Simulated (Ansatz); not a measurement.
# C2H6B2O: the cost of one run

Program: Ansatz 0.2.0. Level of theory: RKS PBE/6-31G*. These are calculated values, not measurements.

**1. The starting structure**

Bond lengths: B1–C2 1.524 Å, C2–C3 1.446 Å, C2–B4 1.651 Å, C3–B4 1.564 Å, B4–O5 1.475 Å, B1–H6 1.221 Å, B1–H7 1.202 Å, C2–H8 1.080 Å, C3–H9 1.127 Å, C3–H10 1.151 Å, O5–H11 0.974 Å. Angles (14 of 19 angles, heavy atoms first): B1–C2–C3 114.1°, B1–C2–B4 113.9°, C3–C2–B4 60.2°, C2–C3–B4 66.4°, C2–B4–C3 53.4°, C2–B4–O5 147.5°, C3–B4–O5 159.1°, B1–C2–H8 122.6°, C3–C2–H8 115.2°, B4–C2–H8 115.0°, C2–B1–H6 122.5°, C2–B1–H7 121.4°, C2–C3–H9 120.5°, C2–C3–H10 116.1°.

Structure file:

```xyz
11

B    -1.2515    0.9119    0.3830
C    -0.3466   -0.2895    0.6317
C     1.0659    0.0193    0.6089
B     0.5659   -0.7209   -0.6754
O     0.6108   -1.3510   -2.0088
H    -1.5484    1.7025    1.2645
H    -1.9981    0.9494   -0.5581
H    -0.6277   -1.1050    1.2811
H     1.4185    1.0764    0.4391
H     1.7414   -0.6503    1.2575
H     0.4352   -0.5997   -2.6029
```

**2. Relaxing the start**

The input, input.yaml:

```yaml
crystal:
  periodic: [false, false, false]
  atoms:
    - { symbol: B, position_ang: [-1.2515, 0.9119, 0.383] }
    - { symbol: C, position_ang: [-0.3466, -0.2895, 0.6317] }
    - { symbol: C, position_ang: [1.0659, 0.0193, 0.6089] }
    - { symbol: B, position_ang: [0.5659, -0.7209, -0.6754] }
    - { symbol: O, position_ang: [0.6108, -1.351, -2.0088] }
    - { symbol: H, position_ang: [-1.5484, 1.7025, 1.2645] }
    - { symbol: H, position_ang: [-1.9981, 0.9494, -0.5581] }
    - { symbol: H, position_ang: [-0.6277, -1.105, 1.2811] }
    - { symbol: H, position_ang: [1.4185, 1.0764, 0.4391] }
    - { symbol: H, position_ang: [1.7414, -0.6503, 1.2575] }
    - { symbol: H, position_ang: [0.4352, -0.5997, -2.6029] }
basis:
  gaussian: { orbitals: "6-31G*" }
hamiltonian:
  xc: pbe
relax:
  f_tol: 0.02
  max_steps: 40
scf:
  lower_state_search: "off"
```

Run with:

```sh
$ ansatz run input.yaml --threads 2 --pin off --max-ram 3072MiB --backend cpu --events-out ev --progress --plain --runs-dir out
```

**Question.** How long does this run take on 2 threads of Arm Neoverse N1, shared host, and how much memory does it need?

About 49 s, with a peak of 0.12 GiB.
